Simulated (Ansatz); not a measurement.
# ClFGeH4OSi: the cost of one run

All numbers are computed with Ansatz 0.2.0 through its Python package. Level of theory: PBE0/def2-SVP.

**1. The system**

Bond lengths: F1–Ge2 1.787 Å, Ge2–Cl3 2.189 Å, Ge2–O4 1.803 Å, O4–Si5 1.660 Å, Ge2–H6 1.567 Å, Si5–H7 1.473 Å, Si5–H8 1.503 Å, Si5–H9 1.510 Å. Angles: F1–Ge2–Cl3 109.7°, F1–Ge2–O4 105.6°, F1–Ge2–H6 110.7°, Cl3–Ge2–O4 111.3°, Cl3–Ge2–H6 108.4°, O4–Ge2–H6 111.1°, Ge2–O4–Si5 107.0°, O4–Si5–H7 112.9°, O4–Si5–H8 110.2°, O4–Si5–H9 110.5°, H7–Si5–H8 108.9°, H7–Si5–H9 105.9°, H8–Si5–H9 108.3°.

The script holds or builds the structure itself.

**2. The script**

Contents of clfgeh4osi_energy.py:

```python
"""Electronic structure of the ClFGeH4OSi molecule."""

import ansatz as az
import numpy as np

geometry_ang = [
    ("F", (0.7687, 0.1141, -2.1198)),
    ("Ge", (-0.7121, -0.0942, -1.141)),
    ("Cl", (-2.219, -1.1763, -2.3036)),
    ("O", (-0.2053, -1.0351, 0.3115)),
    ("Si", (0.7094, -0.0195, 1.2536)),
    ("H", (-1.3079, 1.2962, -0.7338)),
    ("H", (-0.0186, 1.1927, 1.6653)),
    ("H", (1.9557, 0.3866, 0.5187)),
    ("H", (1.1175, -0.7107, 2.532)),
]
mol = az.Crystal.molecule()
for symbol, xyz in geometry_ang:
    mol = mol.atom(symbol, xyz)

model = (
    mol.calculation()
    .basis(gaussian="def2-SVP")
    .functional("pbe0")
    .forces()
)
result = model.run(threads=1, pin="off")
r = result.report

for key in ("converged", "free_energy_ev", "reference_energy_ev", "n_frozen", "n_occupied", "n_virtual"):
    print(f"{key:22s} {r[key]}")

symbols = [site.symbol for site in mol.cartesian_sites]
forces = np.array(r["forces_ev_ang"])
print("largest force", round(float(np.linalg.norm(forces, axis=1).max()), 4), "eV/A, rms", round(float(np.sqrt((forces ** 2).mean())), 4))

charges = r["charge_distribution"]
dipole = np.array(charges["dipole_moment_e_ang"]) * 4.803205
print("dipole (D): {:.3f} {:.3f} {:.3f}, length {:.3f}".format(*dipole, np.linalg.norm(dipole)))
print("atom  Mulliken   Lowdin")
for symbol, m, l in zip(symbols, charges["mulliken_charges_e"], charges["lowdin_charges_e"]):
    print(f"{symbol:4s} {m:9.3f} {l:8.3f}")
```

**3. Running it**

On the command line:

```
$ python clfgeh4osi_energy.py
```

Q: Estimate wall time and peak memory on 1 thread of Arm Neoverse N1, shared host.

About 12 s, with a peak of 0.34 GiB.
